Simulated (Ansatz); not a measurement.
Run this with Ansatz 0.2.0, Python API and show what comes out.

`walk.py`:
```python
# -*- coding: utf-8 -*-
"""A displacement scan in LuCd with warm starts."""

import ansatz as az
from ase import Atoms
import numpy as np


def main():
    atoms = Atoms(
        ["Lu", "Cd"],
        scaled_positions=[
            [0.5, 0.5, 0.5],
            [0.0, 0.0, 0.0],
        ],
        cell=[
            [3.64099, 0.0, 0.0],
            [0.0, 3.64099, 0.0],
            [0.0, 0.0, 3.64099],
        ],
        pbc=True,
    )
    cell = az.Crystal.from_ase(atoms)

    start = np.array(cell.resolved().sites[1].position)
    previous, rows = None, []
    for step in range(6):
        target = start + step * 0.005 * np.eye(3)[1]
        setup = (
            cell.move(1, to=target).calculation()
            .functional("r2scan")
            .kpoints(6)  # sampling of the Brillouin zone
            .occupations("Fermi-Dirac", width=150 * az.meV)
            .forces()
        )
        session = setup.session()
        if previous is not None:
            session.seed_next_step(previous)
        previous = session.plan(retain="density").execute()
        data = previous.report
        shift = float(np.linalg.norm((target - start) @ np.array(data["lattice"]["cell_ang"])))
        rows.append((step, shift, data["lagrangian_ev"], float(np.linalg.norm(data["forces_ev_ang"][1])), data["n_iterations"], data["n_symmetry_ops"]))
    rows = [(row[0], row[1], 1000 * (row[2] - rows[0][2]), *row[3:]) for row in rows]
    for row in rows:
        print("; ".join(f"{name} = {round(v, 4) if isinstance(v, float) else v}" for name, v in zip(["step", "moved A", "dE meV", "force on it eV/A", "iterations", "symmetry operations"], row)))


if __name__ == "__main__":
    main()
```

```console
$ python walk.py
DeckWarning: basis.ecutwfc = 500 eV, auto-derived from the records' recommended cutoffs: set by Lu (their level for a meta-GGA)
step = 0; moved A = 0.0; dE meV = 0.0; force on it eV/A = 0.0; iterations = 8; symmetry operations = 48
step = 1; moved A = 0.0182; dE meV = 0.5624; force on it eV/A = 0.0619; iterations = 7; symmetry operations = 8
step = 2; moved A = 0.0364; dE meV = 2.2493; force on it eV/A = 0.1236; iterations = 7; symmetry operations = 8
step = 3; moved A = 0.0546; dE meV = 5.06; force on it eV/A = 0.1853; iterations = 7; symmetry operations = 8
step = 4; moved A = 0.0728; dE meV = 8.9935; force on it eV/A = 0.2469; iterations = 7; symmetry operations = 8
step = 5; moved A = 0.091; dE meV = 14.0482; force on it eV/A = 0.3085; iterations = 7; symmetry operations = 8
```
(Warnings from the package without file and line.)

Reading the output:
- The mesh is modest for a metal, so energies can be off by several to tens of meV an atom and pressures by half a GPa or more; differences at equal mesh fare better.
- A Fermi-Dirac width this large means warm electrons, whose thermal share enters the free energy.
- This cell is a computed structure, which may not be the phase found in nature.
- The first step keeps the crystal's symmetry; the moved atom lowers it.
- Hardware and time: 71 s on 1 thread of Arm Neoverse V2 (shared host), peak memory 0.53 GiB.

(A comment or docstring line of the script was reworded after the run, the code is as it ran; lines on the test bed's own set-up are left out of the output.)
